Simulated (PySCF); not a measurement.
# CH8OSSi2: the cost of one run

Computed with PySCF 2.14.0, with density-fitted response routines of our own, on a single molecule in the gas phase. Atoms count from 0, in the outputs and in this text.

## Step 1: The molecule as given

13 atoms, charge 0, multiplicity 1; geometry from: PBE0-D3(BJ)/def2-SVP.

Bonds of the start (Å): C0–S1 1.82, S1–Si2 2.13, Si2–O3 1.66, O3–Si4 1.67, C0–H5 1.10, C0–H6 1.10, C0–H7 1.10, Si2–H8 1.49, Si2–H9 1.49, Si4–H10 1.49, Si4–H11 1.49, Si4–H12 1.49.

## Step 2: Core holes by ΔSCF: SCAN, X2C

The job: settings as JSON, then the geometry in Å.

```
{"job": {"kind": "xps"}, "charge": 0, "multiplicity": 1}
C     -2.089943    -0.614380     0.389734
S     -1.119680    -1.083852    -1.081936
Si     0.030234     0.688817    -1.369551
O      1.147753     0.891065    -0.158856
Si     2.061002    -0.099262     0.820282
H     -1.440080    -0.414667     1.252590
H     -2.721265     0.261969     0.186210
H     -2.737232    -1.469216     0.626032
H      0.700427     0.495899    -2.685479
H     -0.842618     1.894613    -1.358814
H      1.187222    -0.782118     1.821236
H      2.780810    -1.129831     0.014360
H      3.048091     0.758305     1.532566
```

Method: delta-SCF UKS SCAN, pcX-2 on the ionised atom, pcseg-1 elsewhere, spin-free X2C.

Started as:

```console
$ OMP_NUM_THREADS=1 python probes_run.py task.json out
```

One launch serves the whole session: the jobs run in the order shown.

Q: Estimate the wall time and peak memory of this first job on 1 thread of Arm Neoverse V2, shared host.

About 56 s, with a peak of 0.62 GiB.
